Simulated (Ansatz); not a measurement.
# Al(H2S)F3 (AlF₃H₂S): geometry, orbitals and charge

What does Al(H2S)F3 (AlF₃H₂S) look like as a singlet, and where do its frontier electrons sit?

Method: RKS PBE0-D4/def2-TZVP; program: Ansatz 0.2.0, Gaussian basis.

The runs, in order: relaxation at PBE-D4/def2-SVP; a search for the lowest solution at PBE0-D4/def2-SVP; a single point at PBE0-D4/def2-TZVP; harmonic vibrations at PBE-D4/def2-SVP.

## Step 1: The system as given

7 atoms, charge 0, spin multiplicity 1.

Atoms are counted from 1 here; the program's logs count them from 0.

Bond lengths: Al1–S2 2.473 Å, Al1–F5 1.643 Å, Al1–F6 1.653 Å, Al1–F7 1.643 Å, S2–H3 1.334 Å, S2–H4 1.334 Å. Angles: S2–Al1–F5 98.8°, S2–Al1–F6 93.4°, S2–Al1–F7 98.6°, F5–Al1–F6 117.1°, F5–Al1–F7 121.4°, F6–Al1–F7 117.1°, Al1–S2–H3 90.3°, Al1–S2–H4 90.1°, H3–S2–H4 92.6°.

Coordinates:

```csv
atom,x (Å),y (Å),z (Å)
Al1,0.1394,-0.2387,-0.9775
S2,0.1467,-0.2468,1.4955
H3,0.5113,1.0364,1.5055
H4,-1.1515,0.0596,1.5036
F5,1.7611,-0.1804,-1.2336
F6,-0.6889,1.1884,-1.0690
F7,-0.7182,-1.6185,-1.2244
```

The start is a GFN2-xTB geometry.

## Step 2: Relaxation at PBE-D4/def2-SVP

File in.yaml:

```yaml
crystal:
  periodic: [false, false, false]
  atoms:
    - {symbol: Al, position_ang: [0.139410, -0.238690, -0.977540]}
    - {symbol: S, position_ang: [0.146750, -0.246790, 1.495460]}
    - {symbol: H, position_ang: [0.511290, 1.036380, 1.505460]}
    - {symbol: H, position_ang: [-1.151450, 0.059610, 1.503580]}
    - {symbol: F, position_ang: [1.761120, -0.180430, -1.233560]}
    - {symbol: F, position_ang: [-0.688880, 1.188410, -1.069040]}
    - {symbol: F, position_ang: [-0.718240, -1.618490, -1.224370]}
basis:
  gaussian: {orbitals: def2-SVP}
hamiltonian: {xc: pbe, dispersion: d4}
scf: {omitted_lower_state_checks: [starts]}
output: {orbitals: {seedname: orbitals}}
relax: {f_tol: 0.02, max_steps: 100}
```

Run with:

```
$ ansatz run in.yaml --threads 2 --pin off --events-out ev --progress --plain --max-ram 32768MiB --backend cpu
```

After this run come: Searching for the lowest solution, PBE0-D4/def2-SVP; Single point, PBE0-D4/def2-TZVP; Vibrations by finite differences.

**Question.** What will the summary of the whole plan be? Wanted: point group; commonest bond, hydrogen aside; HOMO, LUMO at PBE0-D4/def2-TZVP; dipole at PBE-D4/def2-SVP; lowest, highest wavenumber.

The runs gave:

| quantity | value |
| --- | --- |
| point group | Cs |
| commonest bond, hydrogen aside | Al–F, 3 of mean length 1.674 Å |
| HOMO, LUMO at PBE0-D4/def2-TZVP | -9.99, -1.19 eV |
| dipole at PBE-D4/def2-SVP | 4.79 D |
| lowest, highest wavenumber | -65, 2626 cm⁻¹ |

**Reading.** The molecule keeps its bonding pattern by the stored test; the atoms moved 0.08 Å (rms). 1 imaginary mode (down to -65 cm⁻¹): a saddle, not a minimum, unless so soft a mode is numerical noise. The HOMO lies nearest to S2 58 %; F6 13 % and the LUMO to S2 48 %; H3, H4 about 24 % each. The point group is read from a loosely relaxed geometry; soft torsions can leave it below the true symmetry.
